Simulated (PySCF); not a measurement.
**A diatomic session: GaBi+**

What are the lowest state that PBE0 finds, the bond length, vibrational wavenumber and bond energy of GaBi+, and how much do these hang on the method?

Method: Ga cc-pVDZ-PP with ECP10, Bi cc-pVDZ-PP with ECP60, scalar-relativistic core potentials; program: PySCF 2.14.0.

## Step 1: The job

A driver script around PySCF takes these settings:

```yaml
atoms: Ga, Bi
charge: 1
basis: Ga cc-pVDZ-PP with ECP10, Bi cc-pVDZ-PP with ECP60
Hamiltonian: scalar-relativistic core potentials
basis_functions: 46
electrons_treated: 43
masses_in_u: 68.9256, 208.9804
levels: PBE0, PBE, r²SCAN, BLYP, M06, BHandHLYP, HF, MP2, SCS-MP2, CCSD, CCSD(T)
grid: 80 radial by 434 angular points
occupations: held fixed by the projection of orbital angular momentum
dissociation_limit: Ga+ + Bi, each in its ground configuration
starting_distance_in_angstrom: 2.765
values_of_2S_to_try: 1, 3
```

The run is started by

```bash
$ OMP_NUM_THREADS=1 python dia.py task.json out
```

After this run come: The PBE0 curve of the state that the search chose; Other states along the same grid; PBE; r²SCAN (meta-GGA); BLYP (GGA); M06 (hybrid meta-GGA); BHandHLYP; UHF (mean field); Adding correlation.

Q: Predict the outcome of this session. Wanted: for each run, Re; ωe; De; μ.

The runs gave:

Lowest PBE0 solution found, without spin–orbit coupling: ⁴Σ⁻ (quartet), unpaired electrons σ ↑, π ↑↑. State 2 has its PBE0 minimum 0.48 eV higher, as a spin-mixed determinant (⟨S²⟩ = 1.76), so this is no gap between pure states. State 3 has its PBE0 minimum 0.55 eV higher, as a spin-mixed determinant (⟨S²⟩ = 1.76), so this is no gap between pure states. State 4 has its PBE0 minimum 0.90 eV higher. The other levels ran on the lowest alone.

| level | Re (Å) | ωe (cm⁻¹) | De (eV) | μ (D) |
| --- | --- | --- | --- | --- |
| UHF | 3.303 | 66.0 | 0.311 | -7.40 |
| UHF-MP2 | 3.104 | 85.3 | 0.51 | n/a |
| UHF-SCS-MP2 | 3.162 | 79.0 | 0.450 | n/a |
| UHF-CCSD | 3.124 | 85.9 | 0.51 | n/a |
| UHF-CCSD(T) | 3.093 | 89.9 | 0.55 | n/a |
| PBE | 2.994 | 102.0 | 0.94 | -4.68 |
| BLYP | 3.077 | 91.2 | 0.86 | -4.94 |
| r²SCAN | 2.960 | 105.7 | 0.90 | -4.76 |
| PBE0 | 2.989 | 101.2 | 0.81 | -5.04 |
| M06 | 2.989 | 106.6 | 0.93 | -4.58 |
| BHandHLYP | 3.058 | 91.8 | 0.66 | -5.59 |

De is counted to Ga+ + Bi in their ground configurations. A positive dipole points from Ga to Bi; in an ion it is taken about the centre of mass and does not tell which atom is negative.

Bond lengths run from 2.960 Å (r²SCAN) to 3.303 Å (UHF). CCSD(T) can't serve as the judge here: for a weak bond in this basis it is far from its limit. Of the levels with a De here, UHF gives the least (0.311 eV) and PBE the most (0.94 eV).

Correlated steps freeze 8 core orbitals. These are scalar-relativistic numbers at best; spin–orbit coupling would shift them, the dissociation energy most. With spin–orbit coupling the term label itself may not hold.
